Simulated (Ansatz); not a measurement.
# MnSe: further runs on the relaxed cell

One table from this session's results is given with a row withheld; the runs are named, their logs left out.

The COD entry's cell or inner coordinates are ideal or old and differ from later refinements, so a difference from it is no clean test against experiment.

Computed with Ansatz 0.2.0 (DFT r2SCAN, scalar-relativistic, plane waves, PAW, unless a step's input says otherwise).

1 further run of the same task is left out (set aside as unsound or not needed).

**The system as given**

Symmetry: Fm-3m, No. 225, cubic system. The conventional cell has a = 5.470 Å, b = 5.470 Å, c = 5.470 Å, α = 90.00°, β = 90.00°, γ = 90.00°. Mn (site symmetry m-3m) is surrounded by 6 Se at 2.73 Å. Se (site symmetry m-3m) is surrounded by 6 Mn at 2.73 Å.

As a file:

```
Mn Se
1.0
     0.00000    2.73482    2.73482
     2.73482    0.00000    2.73482
     2.73482    2.73482    0.00000
Mn Se
1 1
Direct
  0.00000 0.00000 0.00000
  0.50000 0.50000 0.50000
```

This cell was relaxed beforehand with the same method: volume 20.45 Å³/atom, gap on the mesh none (metal), site moments up to 4.5 μB.

Set-up of the first run:

File input.yaml:

```yaml
crystal:
  lattice:
    - [0.0, 2.7348224807, 2.7348224807]
    - [2.7348224807, 0.0, 2.7348224807]
    - [2.7348224807, 2.7348224807, 0.0]
  atoms:
    - { symbol: Mn, position: [0.0, 0.0, 0.0], spin: 4.98 }
    - { symbol: Se, position: [0.5, 0.5, 0.5], spin: 0.16 }
basis:
  ecutwfc: 500
kpoints:
  mp_grid: { grid: [14, 14, 14] }
  band_path:
    path:
      - [[0.0, 0.0, 0.0], [0.5, 0.0, 0.5], [0.625, 0.25, 0.625]]
      - [[0.375, 0.375, 0.75], [0.0, 0.0, 0.0], [0.5, 0.5, 0.5], [0.5, 0.25, 0.75], [0.5, 0.0, 0.5]]
    npoints: 14
hamiltonian:
  xc: r2scan
scf:
  occupations: { method: gaussian, width: 0.1 }
  n_extra_bands: 6
output:
  forces: true
  stress: true
  eigenvalues: true
  populations: true
  dos: { projected: true, de: 0.02, nscf_kmesh: { grid: [21, 21, 21] } }
  bader: true
magnetization:
  spin_polarized: true
checkpoint:
  read: start.run
  write: ck
  compress: false
  write_wavefunctions: false
  write_every: 100000
```

Started as:

```console
$ ansatz run input.yaml --threads 1 --pin off --max-ram 2560MiB --backend cpu --events-out ev --progress --plain --runs-dir out
```

Among the steps run: Static run: bands, density of states and charges; Back to the database's cell; The cell scaled to 0.97 of its volume; The cell scaled to 1.03 of its volume; Point at V/V0 = 0.94; Point at V/V0 = 1.06; The cell scaled to 0.91 of its volume; Volume × 1.10; Volume × 0.88.

One table of the session follows, with a row left open; its other results are not shown here.

It belongs to the step «Equation of state». 

```
volume (Å³/atom)  energy above the lowest point (meV/atom)  pressure (GPa)  gap on the mesh (eV)  largest moment (μB)
          18.000                                      73.9           10.33                  0.00                 4.36
          18.614                                      40.1            7.26                  0.00                 4.41
          19.227                                      17.5            4.58                  0.00                 4.46
          19.841                                       4.5            2.22                  0.00                 4.50
          20.454                                       0.0            0.00                  0.00                 4.53
          21.068                                         ?               ?                     ?                    ?
          21.682                                      15.1           -3.81                  0.38                 4.58
          22.500                                      39.8           -5.78                  0.44                 4.60
```

Q: Estimate the row for volume (Å³/atom) = 21.068 from the others.

Worked estimate for «energy above the lowest point (meV/atom)». A straight line through the neighbours (20.454, 0.0) and (21.682, 15.1) gives 0.0 + (15.1 − 0.0) × (21.068 − 20.454) / (21.682 − 20.454) = 7.6; a parabola fitted to 4 rows on both sides gives 4.0.

**Answer.** energy above the lowest point (meV/atom): 3.9; pressure (GPa): -2.03; gap on the mesh (eV): 0.21; largest moment (μB): 4.56. In «energy above the lowest point (meV/atom)» the line misses by +3.7 and the parabola by +0.1.

To keep in mind: The magnetic state reached may not be the lowest one. Without a U such compounds often come out metallic though many are antiferromagnetic insulators. Warnings in the runs' records: stability check not made, moment headroom below auto.
